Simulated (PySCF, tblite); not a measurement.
# C6H11BP radical: geometry, infrared bands and EPR parameters

What infrared bands and EPR parameters should C6H11BP radical (`[CH2]CB(P)C1=CCC1`) show?

Computed with tblite 0.8.0 and PySCF 2.14.0, with density-fitted response routines of our own, on a single molecule in the gas phase. Atoms count from 0, in the outputs and in this text.

## (1) Starting geometry

19 atoms, charge 0, multiplicity 2; geometry from: force field or distance geometry start.

Bonds of the start (Å): C0–C1 1.50, C1–B2 1.57, B2–P3 1.92, B2–C4 1.57, C4–C5 1.31, C5–C6 1.48, C6–C7 1.48, C7–C4 1.48, C0–H8 1.13, C0–H9 1.13, C1–H10 1.13, C1–H11 1.10, P3–H12 1.45, P3–H13 1.46, C5–H14 1.08, C6–H15 1.11, C6–H16 1.12, C7–H17 1.11, C7–H18 1.11.

## (2) Geometry optimisation with GFN2-xTB

The job: settings as JSON, then the geometry in Å.

```
{"job": {"kind": "relax", "xc": "GFN2-xTB", "basis": "xTB"}, "charge": 0, "multiplicity": 2}
C     -2.089100     1.536600    -0.340500
C     -1.916300     0.085600    -0.659500
B     -0.663900    -0.602100     0.002200
P     -0.885200    -2.189800     1.066100
C      0.816600    -0.111700    -0.146100
C      1.533800     0.228800    -1.186100
C      2.699800     0.506800    -0.322700
C      1.879600     0.121100     0.852300
H     -2.728700     1.963900    -1.168400
H     -2.737000     1.664800     0.581900
H     -2.826500    -0.456600    -0.259700
H     -1.929900    -0.021800    -1.758500
H     -2.266200    -2.624600     0.952100
H     -0.515100    -1.860000     2.441900
H      1.381900     0.304900    -2.251400
H      3.545900    -0.210100    -0.402700
H      3.012200     1.579000    -0.300400
H      2.122400    -0.840500     1.355400
H      1.556100     0.934900     1.536600
```

The run is started by

```sh
> OMP_NUM_THREADS=1 python probes_run.py task.json out
```

One launch serves the whole session: the jobs run in the order shown.

**Question.** This job is followed by: GFN2-xTB harmonic vibrations, gas phase; UKS B3LYP, pcH-1 on B C H P, non-relativistic, mean-field spin-orbit, GIAO. Predict these results of the whole session: strongest single infrared mode (GFN2-xTB); zero-point energy (GFN2-xTB); g(iso) (B3LYP); ⟨S²⟩; largest a(iso); potential on the surface of density 0.002 e/bohr³, 1st and 99th percentile.

The runs gave:

```
                                                                  quantity                 value
                                 strongest single infrared mode (GFN2-xTB)  611 cm⁻¹, 214 km/mol
                                              zero-point energy (GFN2-xTB)         93.6 kcal/mol
                                                            g(iso) (B3LYP)               2.00422
                                                                      ⟨S²⟩    0.760 (exact 0.75)
                                                            largest a(iso)  31P on P3, 195.9 MHz
potential on the surface of density 0.002 e/bohr³, 1st and 99th percentile    -0.99 V and 0.86 V
```

The optimisation took 156 steps and gained 2.524 eV; among the close pairs (by a distance rule), C0–B2 changed most, from 2.593 to 1.665 Å. The frame itself reshapes: C0···B2 goes from 2.59 to 1.67 Å. All 51 modes are real, so the xTB geometry is a minimum. The strongest single mode, at 611 cm⁻¹, is spread over many atoms; the largest shares are those of H12, H13. GFN2-xTB is a fitted tight-binding method: band positions and strengths are rough. Its intensities can rank the bands wrongly. The structure rearranged or came apart on optimisation; the results belong to the end geometry, not to the formula as drawn. The largest spin populations lie on C5 (0.25 e), C0 (0.23 e), B2 (0.23 e), C1 (0.22 e). The isotropic g lies 1.9 ppt above the free-electron value. The conformer search found further structures of the same energy, which may be mirror or relabelled copies of this one.
